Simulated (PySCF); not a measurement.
# MoO₂: structure of the triplet

Aim: relax MoO₂ as a triplet from a linear start, check by its vibrations whether the end is a minimum, and collect its spectrum and constants.

Computed with PySCF 2.14.0. Level: PBE, basis Mo def2-TZVP with ECP28, O def2-TZVP, scalar-relativistic core potentials, no spin–orbit coupling, density fitting.

**1. The starting structure**

3 atoms, charge 0, spin multiplicity 3.

Bond lengths: Mo1–O2 1.780 Å, Mo1–O3 1.780 Å. Angles: O2–Mo1–O3 180.0°.

```xyz
3
charge 0 multiplicity 3
Mo    0.0000    0.0000    0.0000
O     0.0000    0.0000    1.7800
O     0.0000    0.0000   -1.7800
```

**2. The SCF at the typed geometry**

The steps below are one call of a driver around PySCF. For each, scf.py gives the equivalent set-up of the SCF; relaxations use the driver's own optimiser. After this first run the driver tries any further starts and a stability analysis.

File scf.py:

```python
from pyscf import gto, scf, dft
mol = gto.M(atom='''
Mo     0.000000     0.000000     0.000000
O      0.000000     0.000000     1.780000
O      0.000000     0.000000    -1.780000''',
    basis={'Mo': 'def2-TZVP', 'O': 'def2-TZVP'},
    ecp={'Mo': 'def2-TZVP'},
    charge=0, spin=2)
mf = dft.UKS(mol, xc='PBE')
mf.grids.atom_grid = (50, 194)
aux = {'Mo': 'def2-universal-JKFIT', 'O': 'def2-universal-JKFIT'}
mf = mf.density_fit(auxbasis=aux)
mf.conv_tol = 1e-08
mf.diis_space = 10
mf.max_cycle = 60
mf.init_guess = 'minao'
mf.verbose = 4
mf.kernel()
```

Launch:

```bash
$ OMP_NUM_THREADS=4 python axn.py task.json out
```

The runs that follow: Relaxation: linear start, triplet; Frequencies; Following the imaginary mode; Is it a minimum? Harmonic modes.

Before running it: what results should come out? Wanted: minimum; geometry; wavenumbers; dipole moment; highest occupied, lowest empty level; polar-tensor charge of Mo1; zero-point energy; atomisation energy; ⟨S²⟩.

**Answer**, as computed:

| quantity | value |
| --- | --- |
| minimum | triplet, C2v |
| geometry | Mo–O 1.703 Å (×2); O–Mo–O 113.0° |
| wavenumbers (cm⁻¹) | 316 (a1), 935 (b2), 983 (a1) |
| dipole moment | 3.99 D |
| highest occupied, lowest empty level (either spin) | -5.21, -4.34 eV |
| polar-tensor charge of Mo1 | +1.30 e |
| zero-point energy | 13.4 kJ/mol |
| entropy at 298.15 K | 276.5 J/(mol K) |
| atomisation energy (no zero-point energy) | 1286 kJ/mol |
| ⟨S²⟩ | 2.012 |

The linear start (D∞h) ends in a minimum of C2v symmetry, after a stop at a second-order saddle point 138.3 kJ/mol higher, from which it was pushed off along an imaginary mode. In the infrared the band at 935 cm⁻¹ (b2, stretch) leads. Most of the spin sits on Mo1 (Mulliken spin 2.00, against 2 for the whole molecule). Only this shape and spin were tried, so other structures or states may lie lower. Open d and f shells are described by one determinant, and the ground state may have another occupation or spin.
